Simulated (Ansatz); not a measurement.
# C6H15FO2Sn: a ladder of functionals and wavefunction methods

The task here is to estimate one member of a computed series from the others.

Program: Ansatz 0.2.0, Gaussian basis. Level of theory: functionals in def2-TZVPP, the program's frozen cores in correlated methods. These are calculated values, not measurements.

The runs, in order: LDA (SPW92), PBE-D4, revPBE-D4, BLYP-D4, r2SCAN-D4, B97M-V, PBE0-D4, B3LYP-D4, r2SCANh-D4, r2SCAN0-D4, HSE06-D4, BHLYP-D4, CAM-B3LYP-D4, LC-ωPBE, ωB97X-V, ωB97M-V, B2PLYP, PBE-QIDH; CCSD(T)/def2-SVP; CCSD(T)/def2-TZVPP; MP2/def2-QZVPP; extrapolation to the limit; RPA on PBE.

### The geometry

An earlier PBE0-D4 in a triple-zeta def2 set relaxation fixed the geometry. Sn takes the def2 core potential; no spin-orbit term is included.

25 atoms, charge 0, spin multiplicity 1.

Atoms are counted from 1 here; the program's logs count them from 0.

Bond lengths: C1–O2 1.412 Å, C1–H11 1.096 Å, C1–H12 1.096 Å, C1–H13 1.093 Å, O2–Sn3 1.946 Å, Sn3–F4 1.933 Å, Sn3–O5 1.954 Å, Sn3–C7 2.154 Å, O5–C6 1.410 Å, C6–H14 1.094 Å, C6–H15 1.098 Å, C6–H16 1.095 Å, C7–C8 1.522 Å, C7–C9 1.522 Å, C7–C10 1.523 Å, C8–H17 1.093 Å, C8–H18 1.097 Å, C8–H19 1.093 Å and more. Angles: O2–C1–H11 112.3°, O2–C1–H12 111.7°, O2–C1–H13 107.9°, H11–C1–H12 108.4°, H11–C1–H13 108.2°, H12–C1–H13 108.2°, C1–O2–Sn3 120.9°, O2–Sn3–F4 107.2°, O2–Sn3–O5 105.6°, O2–Sn3–C7 111.4°, F4–Sn3–O5 102.8°, F4–Sn3–C7 110.3°, O5–Sn3–C7 118.7°, Sn3–O5–C6 121.9°, O5–C6–H14 107.9°, O5–C6–H15 111.9°, O5–C6–H16 112.7°, H14–C6–H15 107.9° and more.

Set-up of the first run:

File in.yaml:

```yaml
crystal:
  periodic: [false, false, false]
  atoms:
    - {symbol: C, position_ang: [-1.603696, 1.040396, -2.923211]}
    - {symbol: O, position_ang: [-0.525276, 0.432011, -2.245197]}
    - {symbol: Sn, position_ang: [-0.626611, 0.058852, -0.338124]}
    - {symbol: F, position_ang: [-2.056513, -1.216367, -0.080354]}
    - {symbol: O, position_ang: [-1.342368, 1.683919, 0.476875]}
    - {symbol: C, position_ang: [-2.316510, 1.639150, 1.495243]}
    - {symbol: C, position_ang: [1.229414, -0.741186, 0.407484]}
    - {symbol: C, position_ang: [1.494645, -2.051364, -0.321227]}
    - {symbol: C, position_ang: [1.075712, -0.971489, 1.904421]}
    - {symbol: C, position_ang: [2.327030, 0.274538, 0.121282]}
    - {symbol: H, position_ang: [-1.949007, 1.951466, -2.421448]}
    - {symbol: H, position_ang: [-2.454902, 0.357511, -3.026341]}
    - {symbol: H, position_ang: [-1.260734, 1.311500, -3.925448]}
    - {symbol: H, position_ang: [-2.753052, 2.637667, 1.587958]}
    - {symbol: H, position_ang: [-1.880573, 1.370362, 2.466271]}
    - {symbol: H, position_ang: [-3.123081, 0.931031, 1.277308]}
    - {symbol: H, position_ang: [1.594684, -1.907465, -1.399605]}
    - {symbol: H, position_ang: [2.435463, -2.481054, 0.045431]}
    - {symbol: H, position_ang: [0.705005, -2.785734, -0.145545]}
    - {symbol: H, position_ang: [0.277646, -1.682620, 2.131185]}
    - {symbol: H, position_ang: [0.873451, -0.042948, 2.444562]}
    - {symbol: H, position_ang: [2.010445, -1.385973, 2.302350]}
    - {symbol: H, position_ang: [3.283668, -0.118653, 0.487735]}
    - {symbol: H, position_ang: [2.148284, 1.227110, 0.626424]}
    - {symbol: H, position_ang: [2.436875, 0.469342, -0.948031]}
basis:
  gaussian: {orbitals: def2-TZVPP}
hamiltonian: {xc: lda}
output: {orbitals: {seedname: orbitals}}
```

Among the steps run: LDA; PBE-D4 (GGA); revPBE-D4 (GGA); BLYP-D4 (GGA); r2SCAN-D4 (meta-GGA); B97M-V (meta-GGA); PBE0-D4 (hybrid); B3LYP-D4 (hybrid); r2SCANh-D4 (hybrid); r2SCAN0-D4 (hybrid); HSE06-D4 (hybrid); BHLYP-D4 (hybrid); CAM-B3LYP-D4 (range-separated); LC-ωPBE (range-separated); ωB97X-V (range-separated); ωB97M-V (range-separated); B2PLYP (double hybrid); PBE-QIDH (double hybrid).

One of the session's tables, all rows but one given; the rest of the session is left out.

It belongs to the step «Frontier levels by functional». 

| functional | HOMO (eV) | gap (eV) |
| --- | --- | --- |
| LDA (SPW92) | -6.22 | 3.98 |
| PBE-D4 | -6.07 | 4.16 |
| revPBE-D4 | -6.01 | 4.25 |
| BLYP-D4 | -5.98 | 4.13 |
| r2SCAN-D4 | -6.38 | 4.73 |
| B97M-V | -6.52 | 4.77 |
| PBE0-D4 | -7.54 | 6.63 |
| B3LYP-D4 | -7.33 | 6.09 |
| r2SCANh-D4 | -6.93 | 5.63 |
| r2SCAN0-D4 | -7.74 | 6.97 |
| HSE06-D4 | -7.14 | 5.85 |
| BHLYP-D4 | -8.84 | 8.92 |
| CAM-B3LYP-D4 | -8.92 | 9.01 |
| LC-ωPBE | -10.19 | 11.61 |
| ωB97X-V | ? | ? |
| ωB97M-V | -9.79 | 10.81 |

Estimate the missing values for ωB97X-V.

The run gave: HOMO (eV): -9.88; gap (eV): 11.10. In the column «HOMO (eV)» it lies between LC-ωPBE (-10.19) and ωB97M-V (-9.79).
